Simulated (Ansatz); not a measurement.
This script makes an all-electron equation of state of Cu, space group I4/mmm with Ansatz 0.2.0, Python API.

`eos_lapw.py`:
```python
"""E(V) of Cu on LAPW."""

import ansatz
from ase.eos import EquationOfState
from ase.units import GPa
import numpy as np

VECTORS = np.array([
    [-1.44279332, 1.44279332, 1.37608145],
    [1.44279332, -1.44279332, 1.37608145],
    [1.44279332, 1.44279332, -1.37608145],
])
SITES = [
    ("Cu", (0.0, 0.0, 0.0)),
]


def make_crystal(cell):
    crystal = ansatz.Crystal(lattice=ansatz.Lattice.of(cell))
    for symbol, position in SITES:
        crystal = crystal.atom(symbol, position)
    return crystal

volumes, energies = [], []
for scale in np.linspace(0.92, 1.08, 5):
    cell = VECTORS * scale ** (1 / 3)
    model = (
        make_crystal(cell).calculation()
        .functional("pbesol")
        .occupations("Gaussian")
        .kpoints(14, 14, 14)
        .pseudopotentials("all_electron", lapw=True)
    )
    summary = model.run(threads=1).report
    volumes.append(abs(np.linalg.det(cell)) / len(SITES))
    energies.append(summary["free_energy_ev"] / len(SITES))
    print(f"{scale:.3f} {volumes[-1]:9.4f} A^3/atom {energies[-1]:16.5f} eV/atom  (estimated basis error {1000 * summary['lapw_basis_errors']['total_ev_per_atom']:.2f} meV/atom)")
v0, e0, bulk = EquationOfState(volumes, energies, eos="birchmurnaghan").fit()
print(f"V0 = {v0:.4f} A^3/atom, B0 = {bulk / GPa:.1f} GPa")
```

From its runs, with one value withheld:

| V (Å³/atom) | F less the lowest row shown (meV/atom) |
| --- | --- |
| 10.541 | 28.91 |
| 11.000 | 0.00 |
| 11.458 | ? |
| 11.916 | 6.81 |
| 12.375 | 33.64 |

What is the missing energy at 11.458 Å³ an atom?

A third-order Birch-Murnaghan fit, E = E0 + (9 V0 B0 / 16) [(t - 1)³ B' + (t - 1)² (6 - 4t)] with t = (V0/V)^(2/3), through the 4 rows shown gives V0 = 11.356 Å³, B0 = 165.7 GPa, B' = 4.98 and E0 = -6.17 meV. At V = 11.458 Å³, t = 0.99407, and the fit interpolates to -5.71 meV. The run gave -5.71 meV, a miss of 0.00 meV.

Reading the output:
- Shape and fractional positions are held along the curve, so the bulk modulus is an upper value where they are free to relax.
- The mesh is modest for a metal, so energies can be off by several to tens of meV an atom and pressures by half a GPa or more; differences at equal mesh fare better.
- This isn't the structure that Cu takes at ambient conditions.
- Hardware and time: 100 s on 1 thread of Arm Neoverse V1 (shared host), peak memory 0.51 GiB.
